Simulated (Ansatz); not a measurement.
# LuH2: the cost of one run

Program: Ansatz 0.2.0. Level of theory: DFT LDA, scalar-relativistic, plane waves, PAW. These are calculated values, not measurements.

## Step 1: Starting point

The structure is cubic, space group Fm-3m (No. 225). Conventional cell: a = 5.033 Å, b = 5.033 Å, c = 5.033 Å, α = 90.00°, β = 90.00°, γ = 90.00°. Lu (site symmetry m-3m) has 8 H at 2.18 Å as nearest neighbours. H (site symmetry -43m) has 4 Lu at 2.18 Å as nearest neighbours.

Coordinates:

```cif
data_structure
_symmetry_space_group_name_H-M 'Fm-3m'
_symmetry_Int_Tables_number 225
_cell_length_a 5.0330
_cell_length_b 5.0330
_cell_length_c 5.0330
_cell_angle_alpha 90.000
_cell_angle_beta 90.000
_cell_angle_gamma 90.000
_cell_volume 127.49
loop_
_atom_site_label
_atom_site_type_symbol
_atom_site_symmetry_multiplicity
_atom_site_Wyckoff_symbol
_atom_site_fract_x
_atom_site_fract_y
_atom_site_fract_z
_atom_site_occupancy
Lu1 Lu 4 a 0.00000 0.00000 0.00000 1
H1 H 8 c 0.25000 0.75000 0.75000 1
```

Source of the structure: the Crystallography Open Database.

(A quick probe on a coarse mesh, which set the mesh and smearing, is not shown.)

## Step 3: Relaxing cell and atoms

The input, input.yaml:

```yaml
crystal:
  lattice:
    - [0.0, 2.5165, 2.5165]
    - [2.5165, 0.0, 2.5165]
    - [2.5165, 2.5165, 0.0]
  atoms:
    - { symbol: Lu, position: [0.0, 0.0, 0.0] }
    - { symbol: H, position: [0.25, 0.25, 0.25] }
    - { symbol: H, position: [0.75, 0.75, 0.75] }
basis:
  ecutwfc: 420
kpoints:
  mp_grid: { grid: [14, 14, 14] }
hamiltonian:
  xc: lda
scf:
  occupations: { method: gaussian, width: 0.1 }
output:
  forces: true
  stress: true
  eigenvalues: true
  write_density: true
  write_potential: true
  elf: true
  volumetric_format: npy
relax:
  adjacent_minimum: "off"
  f_tol: 0.005
  max_steps: 80
  cell: { stress_tol: 0.05 }
```

On the command line:

```bash
ansatz run input.yaml --threads 2 --pin off --max-ram 5120MiB --backend cpu --events-out ev --progress --plain --runs-dir out
```

What time and memory should one allow on 2 threads of Arm Neoverse V2, shared host?

About 13 s, with a peak of 0.35 GiB.
